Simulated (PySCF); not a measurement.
# C5H9NOSi: the cost of one run

Computed with PySCF 2.14.0 and routines of our own; the level stands in each step. Atoms count from 0.

### Step 1. The system as given

17 atoms, charge 0, multiplicity 1; geometry from: GFN2-xTB.

### Step 2. Magnetic properties: GIAO PBE0/pcSseg-1

What the job is given:

```
{"job": {"kind": "mag", "xc": "PBE0", "basis": "pcSseg-1", "isotopologues": 2}, "charge": 0, "multiplicity": 1}
C      3.342887    -0.495116    -0.250737
N      2.136678    -0.614458     0.049533
Si     0.736331     0.322560    -0.292148
C     -0.721176    -0.830023    -0.704810
C     -1.502952    -0.288388     0.500808
C     -2.407708     0.833590     0.123145
O     -2.295590     1.511647    -0.861720
C     -0.341882     0.378541     1.284175
H      3.757697     0.320809    -0.846796
H      4.051816    -1.242846     0.093712
H      0.820002     1.575218    -1.039391
H     -1.242001    -0.678337    -1.645535
H     -0.503109    -1.888632    -0.594854
H     -2.048181    -1.036673     1.079527
H     -3.190690     1.057612     0.877990
H      0.000497    -0.261339     2.092595
H     -0.599618     1.347866     1.704432
```

Method: GIAO PBE0/pcSseg-1 magnetisability, rotational g tensor and spin-rotation constants, non-relativistic, gas phase.

Command:

```bash
OMP_NUM_THREADS=1 python excited_run.py task.json out
```

This one command runs all jobs of the session in turn.

**Question.** How long does this first job take on 1 thread of Intel Xeon Platinum 8488C, shared host, and how much memory does it need?

About 32 s, with a peak of 0.93 GiB.
